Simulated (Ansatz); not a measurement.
# Cu(PH3)(SH) (CuH₄PS): geometry, orbitals and charge

Aim: characterise Cu(PH3)(SH) (CuH₄PS) as a singlet: its structure, frontier levels and distribution of charge.

Program: Ansatz 0.2.0, Gaussian basis. Level of theory: RKS PBE0-D4/def2-TZVP. These are calculated values, not measurements.

Plan: relaxation at PBE-D4/def2-TZVP; a search for the lowest solution at PBE0-D4/def2-SVP; a single point at PBE0-D4/def2-TZVP.

## 1. Where the work starts

7 atoms, charge 0, spin multiplicity 1.

Atoms are counted from 1 here; the program's logs count them from 0.

Bond lengths: Cu1–P2 2.208 Å, Cu1–S6 2.200 Å, P2–H3 1.381 Å, P2–H4 1.380 Å, P2–H5 1.383 Å, S6–H7 1.323 Å. Angles: P2–Cu1–S6 177.8°, Cu1–P2–H3 121.0°, Cu1–P2–H4 121.5°, Cu1–P2–H5 121.1°, H3–P2–H4 95.7°, H3–P2–H5 95.5°, H4–P2–H5 95.7°, Cu1–S6–H7 96.9°.

As a file:

| atom | x (Å) | y (Å) | z (Å) |
| --- | --- | --- | --- |
| Cu1 | 0.1422 | 0.0771 | -0.9110 |
| P2 | 0.1631 | 0.0592 | 1.2965 |
| H3 | -0.8024 | 0.7281 | 2.0227 |
| H4 | 1.2363 | 0.5513 | 2.0109 |
| H5 | 0.0612 | -1.1261 | 2.0011 |
| S6 | 0.2034 | 0.1065 | -3.1102 |
| H7 | -1.0038 | -0.3961 | -3.3100 |

Formally the metal is d10. No spin-orbit coupling is included.

The start is a GFN2-xTB geometry.

## 2. Relaxation at PBE-D4/def2-TZVP

Input file in.yaml:

```yaml
crystal:
  periodic: [false, false, false]
  atoms:
    - {symbol: Cu, position_ang: [0.142180, 0.077140, -0.911030]}
    - {symbol: P, position_ang: [0.163080, 0.059150, 1.296520]}
    - {symbol: H, position_ang: [-0.802360, 0.728060, 2.022730]}
    - {symbol: H, position_ang: [1.236310, 0.551300, 2.010870]}
    - {symbol: H, position_ang: [0.061210, -1.126090, 2.001050]}
    - {symbol: S, position_ang: [0.203400, 0.106540, -3.110160]}
    - {symbol: H, position_ang: [-1.003810, -0.396110, -3.309980]}
basis:
  gaussian: {orbitals: def2-TZVP}
hamiltonian: {xc: pbe, dispersion: d4}
scf: {lower_state_search: "off"}
output: {orbitals: {seedname: orbitals}}
relax: {f_tol: 0.02, max_steps: 100}
```

Launch:

```sh
$ ansatz run in.yaml --threads 4 --pin off --events-out ev --progress --plain --max-ram 3916MiB
```

After this run come: Searching for the lowest solution, PBE0-D4/def2-SVP; Single point, PBE0-D4/def2-TZVP.

Before running them: what should the planned runs give, taken together? Wanted: point group; near neighbours of the metal; HOMO, LUMO at PBE0-D4/def2-TZVP; charge on the metal; dipole at PBE-D4/def2-TZVP.

**Answer**, as computed:

```
                                         quantity             value
                                      point group                Cs
                     near neighbours of the metal  P 2.16, S 2.14 Å
                  HOMO, LUMO at PBE0-D4/def2-TZVP   -5.79, -0.90 eV
charge on the metal (Mulliken, PBE0-D4/def2-TZVP)           +0.01 e
                       dipole at PBE-D4/def2-TZVP            6.33 D
```

**Reading.** The molecule keeps its bonding pattern by the stored test; the atoms moved 0.08 Å (rms). The metal has 2 near neighbours by the distance rule, from 2.14 to 2.16 Å. The Mulliken charge of the metal, +0.01 e, depends on the basis and isn't its oxidation state. No usable vibrations, so a minimum isn't proven. The HOMO lies nearest to S6 76 %; Cu1 13 % and the LUMO to P2 30 %; Cu1 22 %. Whether this spin is the lowest isn't tested here. The point group is read from a loosely relaxed geometry; soft torsions can leave it below the true symmetry.
